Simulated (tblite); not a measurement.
# C3H8B2SSi: the cost of one run

Computed with tblite 0.8.0 and PySCF 2.14.0, with density-fitted response routines of our own, on a single molecule in the gas phase. Atoms are numbered from 0 throughout.

**1. The molecule as given**

15 atoms, charge 0, multiplicity 1; geometry from: force field or distance geometry start.

Bonds of the start (Å): B0–B1 1.65, B1–C2 1.58, C2–C3 1.44, C3–S4 1.79, S4–Si5 2.16, C3–C6 1.40, C6–C2 1.39, B0–H7 1.19, B0–H8 1.18, B1–H9 1.18, Si5–H10 1.47, Si5–H11 1.47, Si5–H12 1.47, C6–H13 1.11, C6–H14 1.11.

**2. Optimising the geometry with GFN2-xTB**

The job: settings as JSON, then the geometry in Å.

```
{"job": {"kind": "relax", "xc": "GFN2-xTB", "basis": "xTB"}, "charge": 0, "multiplicity": 1}
B     -2.001500     1.836300     0.728000
B     -2.172700     0.279700     0.197600
C     -0.932500    -0.689700     0.257200
C      0.449900    -0.929100     0.566700
S      2.023600    -0.375100     1.217500
Si     2.617800     0.369600    -0.715600
C     -0.355200    -1.931900     0.013300
H     -2.929900     2.575600     0.692700
H     -0.965200     2.221900     1.136900
H     -3.207800    -0.109600    -0.205900
H      2.641400    -0.738000    -1.683200
H      3.960800     0.960300    -0.612000
H      1.659600     1.394100    -1.150100
H     -0.133100    -2.141700    -1.053500
H     -0.659500    -2.714600     0.739400
```

Launch:

```console
OMP_NUM_THREADS=1 python probes_run.py task.json out
```

One launch serves the whole session: the jobs run in the order shown.

**Question.** How long does this first job take on 1 thread of Arm Neoverse N1, shared host?

About 2.3 s.
